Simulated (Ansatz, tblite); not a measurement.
**GeH2Me(NHMe) (C₂H₉GeN): one state, many levels**

How do method and basis change the picture of GeH2Me(NHMe) (C₂H₉GeN) (singlet)?

Computed with Ansatz 0.2.0, Gaussian basis. Level: as each input shows.

Levels to be run: GFN1-xTB, GFN2-xTB, PBE-D4/def2-TZVP, r2SCAN-D4/def2-TZVP, BHLYP-D4/def2-TZVP, CAM-B3LYP-D4/def2-TZVP, revPBE-D4/def2-TZVP, r2SCAN0-D4/def2-TZVP, LDA/def2-TZVP, HSE06-D4/def2-TZVP, BLYP-D4/def2-TZVP, PBE-D4/def2-SVP, PBE0-D4/def2-SVP, HF/6-31G, B3LYP-D4/6-31G, CCSD(T)/def2-TZVP, RPA/def2-TZVP.

### 1 The structure

The geometry is that of the singlet, from an earlier relaxation (PBE0-D4/def2-SVP).

13 atoms, charge 0, spin multiplicity 1.

Bond lengths: Ge1–H2 1.543 Å, Ge1–H3 1.555 Å, Ge1–C4 1.946 Å, Ge1–N8 1.838 Å, C4–H5 1.100 Å, C4–H6 1.099 Å, C4–H7 1.100 Å, N8–C9 1.443 Å, N8–H10 1.016 Å, C9–H11 1.111 Å, C9–H12 1.103 Å, C9–H13 1.104 Å. Angles: H2–Ge1–H3 108.1°, H2–Ge1–C4 112.1°, H2–Ge1–N8 106.1°, H3–Ge1–C4 109.9°, H3–Ge1–N8 113.3°, C4–Ge1–N8 107.4°, Ge1–C4–H5 110.5°, Ge1–C4–H6 110.1°, Ge1–C4–H7 110.6°, H5–C4–H6 108.8°, H5–C4–H7 108.1°, H6–C4–H7 108.7°, Ge1–N8–C9 120.6°, Ge1–N8–H10 113.5°, C9–N8–H10 112.4°, N8–C9–H11 115.3°, N8–C9–H12 109.8°, N8–C9–H13 110.8° and more.

PBE0-D4/def2-TZVP was run before; its log isn't repeated, and its numbers join the tables.

### 2 GFN1-xTB

Tight binding, by tblite at 300 K electronic temperature and without a spin-polarisation term:

```python
tblite.interface.Calculator('GFN1-xTB', numbers, positions, charge=0, uhf=0).singlepoint()
```

Energy -378.9875 eV, HOMO -10.66 eV, LUMO -5.35 eV; 0.007 s.

### 3 GFN2-xTB

Tight binding, by tblite at 300 K electronic temperature and without a spin-polarisation term:

```python
tblite.interface.Calculator('GFN2-xTB', numbers, positions, charge=0, uhf=0).singlepoint()
```

Energy -372.7833 eV, HOMO -9.81 eV, LUMO -2.59 eV; 0.004 s.

### 4 PBE-D4/def2-TZVP

start.molden holds the orbitals of an earlier run on this state, given as this run's starting guess.

in.yaml reads:

```yaml
crystal:
  periodic: [false, false, false]
  atoms:
    - {symbol: Ge, position_ang: [0.572052, 0.608767, 0.273493]}
    - {symbol: H, position_ang: [0.776069, 0.532321, 1.800816]}
    - {symbol: H, position_ang: [1.973182, 0.601456, -0.400763]}
    - {symbol: C, position_ang: [-0.410141, 2.204349, -0.253626]}
    - {symbol: H, position_ang: [0.139550, 3.110197, 0.040351]}
    - {symbol: H, position_ang: [-1.397628, 2.216352, 0.229146]}
    - {symbol: H, position_ang: [-0.551048, 2.228563, -1.344453]}
    - {symbol: N, position_ang: [-0.459436, -0.843719, -0.177348]}
    - {symbol: C, position_ang: [-0.028718, -2.181938, 0.149518]}
    - {symbol: H, position_ang: [-0.858615, -0.782967, -1.109498]}
    - {symbol: H, position_ang: [0.823046, -2.565600, -0.450944]}
    - {symbol: H, position_ang: [0.280497, -2.227310, 1.207147]}
    - {symbol: H, position_ang: [-0.858811, -2.900461, 0.036150]}
basis:
  gaussian: {orbitals: def2-TZVP, initial_orbitals: start.molden}
hamiltonian: {xc: pbe, dispersion: d4}
scf: {omitted_lower_state_checks: [starts]}
output: {forces: true, orbitals: {seedname: orbitals}}
```

The run is started by

```
$ ansatz run in.yaml --threads 4 --pin off --events-out ev --progress --plain --max-ram 3916MiB
```

The runs that follow: r2SCAN-D4/def2-TZVP; BHLYP-D4/def2-TZVP; CAM-B3LYP-D4/def2-TZVP; revPBE-D4/def2-TZVP; r2SCAN0-D4/def2-TZVP; LDA/def2-TZVP; HSE06-D4/def2-TZVP; BLYP-D4/def2-TZVP; PBE-D4/def2-SVP; PBE0-D4/def2-SVP; HF/6-31G; B3LYP-D4/6-31G; CCSD(T)/def2-TZVP; RPA/def2-TZVP.

Q: Predict the results of all the runs planned. Wanted: gap in def2-TZVP, named functionals, smallest and largest; correlation energy, CCSD(T)/def2-TZVP; binding an atom, CCSD(T)/def2-TZVP; PBE0 total energy, smallest basis above largest.

As calculated:

```
                                                 quantity                                  value
gap in def2-TZVP, named functionals, smallest and largest  5.03 eV (LDA), 9.65 eV (CAM-B3LYP-D4)
                    correlation energy, CCSD(T)/def2-TZVP                              -24.14 eV
                       binding an atom, CCSD(T)/def2-TZVP                               3.430 eV
          PBE0 total energy, smallest basis above largest         11.23 eV (def2-SVP, def2-TZVP)
```

In words: Over the named functionals in def2-TZVP the gap runs from 5.03 eV (LDA) to 9.65 eV (CAM-B3LYP-D4); exact exchange widens it. A small miss in a minimal or small basis is a cancelling of errors, not accuracy. The functionals in def2-TZVP miss CCSD(T)/def2-TZVP by +0.045 (BHLYP-D4) to +0.589 eV (LDA) an atom. The reference is CCSD(T) in one finite basis, so it carries an error of its own, often a tenth of an eV or more, and near misses can't be ranked.
